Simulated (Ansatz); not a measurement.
# B2H2F2: vertical ionisation energy

An exercise on one series of results from a longer session: the logs are not shown, and one member is left open.

Computed with Ansatz 0.2.0, Gaussian basis. Level: unrestricted cation, the program's frozen cores in correlated methods.

The runs, in order: UKS PBE-D4/def2-TZVPP; UKS r2SCAN-D4/def2-TZVPP; UKS PBE0-D4/def2-TZVPP; UKS B3LYP-D4/def2-TZVPP; UKS wB97X-V/def2-TZVPP; UKS wB97M-V/def2-TZVPP; UKS B2PLYP/def2-TZVPP; UHF-CCSD(T)/def2-TZVPP; UHF-MP2/def2-QZVPP; extrapolation to the limit; then −ε(HOMO) from the neutral's earlier runs with LDA (SPW92), PBE-D4, revPBE-D4, BLYP-D4, r2SCAN-D4, B97M-V, PBE0-D4, B3LYP-D4, r2SCANh-D4, r2SCAN0-D4, HSE06-D4, BHLYP-D4, CAM-B3LYP-D4, LC-ωPBE, ωB97X-V, ωB97M-V.

### The geometry

All runs share one geometry, relaxed beforehand with PBE0-D4 in a triple-zeta def2 set.

SMILES `FBBF`, 6 atoms, charge 0, spin multiplicity 1.

Atoms are counted from 1 here; the program's logs count them from 0.

Bond lengths: F1–B2 1.326 Å, B2–B3 1.713 Å, B2–H5 1.205 Å, B3–F4 1.326 Å, B3–H6 1.205 Å. Angles: F1–B2–B3 120.4°, F1–B2–H5 115.8°, B3–B2–H5 123.7°, B2–B3–F4 120.4°, B2–B3–H6 123.7°, F4–B3–H6 115.8°.

The first run:

Contents of in.yaml:

```yaml
crystal:
  periodic: [false, false, false]
  atoms:
    - {symbol: F, position_ang: [-0.955023, 0.783346, -1.439964]}
    - {symbol: B, position_ang: [-0.181318, 0.745228, -0.364026]}
    - {symbol: B, position_ang: [0.185410, -0.748878, 0.388530]}
    - {symbol: F, position_ang: [1.301657, -1.397157, 0.086142]}
    - {symbol: H, position_ang: [0.196236, 1.812925, 0.048714]}
    - {symbol: H, position_ang: [-0.504962, -1.259363, 1.234504]}
basis:
  gaussian: {orbitals: def2-TZVPP}
total_charge: 1
magnetization: {spin_polarized: true, initial_magnetization: 1}
hamiltonian: {xc: pbe, dispersion: d4}
```

On the command line:

```console
ansatz run in.yaml --threads 2 --pin off --events-out ev --progress --plain --max-ram 4352MiB
```

Steps of the session up to this table: Cation, UKS PBE-D4/def2-TZVPP; Cation, UKS r2SCAN-D4/def2-TZVPP; Cation, UKS PBE0-D4/def2-TZVPP; Cation, UKS B3LYP-D4/def2-TZVPP; Cation, UKS wB97X-V/def2-TZVPP; Cation, UKS wB97M-V/def2-TZVPP; Cation, UKS B2PLYP (frozen core)/def2-TZVPP; Cation, UHF-CCSD(T)/def2-TZVPP; Cation, UHF-MP2/def2-QZVPP.

One table of the session follows, with a row left open; its other results are not shown here.

For comparison, −ε(HOMO) of the neutral from earlier runs:

```
  functional  −ε(HOMO) (eV)
 LDA (SPW92)           6.74
      PBE-D4           6.65
   revPBE-D4           6.60
     BLYP-D4              ?
   r2SCAN-D4           6.95
      B97M-V           7.03
     PBE0-D4           8.15
    B3LYP-D4           7.97
  r2SCANh-D4           7.50
  r2SCAN0-D4           8.34
    HSE06-D4           7.74
    BHLYP-D4           9.63
CAM-B3LYP-D4           9.64
     LC-ωPBE          10.94
     ωB97X-V          10.60
     ωB97M-V          10.43
```

Estimate the missing values for BLYP-D4.

Worked estimate for «−ε(HOMO) (eV)». Against the share of exact exchange, B3LYP-D4 (0.2, 7.97), BHLYP-D4 (0.5, 9.63) give a slope of 5.53 per unit share; at 0 the line stands at 6.86.

The run gave: −ε(HOMO) (eV): 6.61. In «−ε(HOMO) (eV)» the line misses by +0.25.
